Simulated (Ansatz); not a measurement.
# CH8AlClSi2: the cost of one run

Computed with Ansatz 0.2.0, Gaussian basis. Level: functionals in def2-TZVPP, the program's frozen cores in correlated methods.

Levels to be run: PBE-D4, r2SCAN-D4, PBE0-D4, B3LYP-D4, ωB97X-V, ωB97M-V, B2PLYP; CCSD(T)/def2-TZVPP; MP2/def2-QZVPP; extrapolation to the limit.

## (1) Structure used throughout

An earlier PBE0-D4 in a triple-zeta def2 set relaxation fixed the geometry.

SMILES `C[SiH2][SiH]([AlH2])Cl`, 13 atoms, charge 0, spin multiplicity 1.

Atoms are counted from 1 here; the program's logs count them from 0.

Bond lengths: C1–Si2 1.877 Å, C1–H6 1.092 Å, C1–H7 1.092 Å, C1–H8 1.092 Å, Si2–Si3 2.346 Å, Si2–H9 1.489 Å, Si2–H10 1.491 Å, Si3–Al4 2.454 Å, Si3–Cl5 2.084 Å, Si3–H11 1.495 Å, Al4–H12 1.586 Å, Al4–H13 1.591 Å. Angles: Si2–C1–H6 110.5°, Si2–C1–H7 110.8°, Si2–C1–H8 111.1°, H6–C1–H7 108.1°, H6–C1–H8 108.1°, H7–C1–H8 108.1°, C1–Si2–Si3 110.1°, C1–Si2–H9 110.9°, C1–Si2–H10 110.2°, Si3–Si2–H9 109.5°, Si3–Si2–H10 108.3°, H9–Si2–H10 107.8°, Si2–Si3–Al4 113.0°, Si2–Si3–Cl5 108.4°, Si2–Si3–H11 107.4°, Al4–Si3–Cl5 110.9°, Al4–Si3–H11 110.3°, Cl5–Si3–H11 106.6° and more.

## (2) PBE-D4 (GGA)

Input file in.yaml:

```yaml
crystal:
  periodic: [false, false, false]
  atoms:
    - {symbol: C, position_ang: [-1.210748, 1.105189, 1.333526]}
    - {symbol: Si, position_ang: [-0.307217, 1.337536, -0.295351]}
    - {symbol: Si, position_ang: [1.342105, -0.311837, -0.543534]}
    - {symbol: Al, position_ang: [0.418163, -2.581305, -0.672722]}
    - {symbol: Cl, position_ang: [2.464883, 0.130320, -2.242709]}
    - {symbol: H, position_ang: [-1.993077, 1.858874, 1.448724]}
    - {symbol: H, position_ang: [-0.521902, 1.199501, 2.175765]}
    - {symbol: H, position_ang: [-1.678667, 0.119536, 1.387058]}
    - {symbol: H, position_ang: [0.322778, 2.685233, -0.365605]}
    - {symbol: H, position_ang: [-1.261223, 1.220189, -1.435052]}
    - {symbol: H, position_ang: [2.270152, -0.196140, 0.622722]}
    - {symbol: H, position_ang: [0.695107, -3.529580, -1.912843]}
    - {symbol: H, position_ang: [-0.519855, -3.072216, 0.514821]}
basis:
  gaussian: {orbitals: def2-TZVPP}
hamiltonian: {xc: pbe, dispersion: d4}
output: {forces: true, orbitals: {seedname: orbitals}}
```

On the command line:

```console
$ ansatz run in.yaml --threads 4 --pin off --events-out ev --progress --plain --max-ram 10444MiB
```

**Question.** How long does this run take on 4 threads of Arm Neoverse N1, shared host, and how much memory does it need?

About 6.5 s, with a peak of 0.52 GiB.
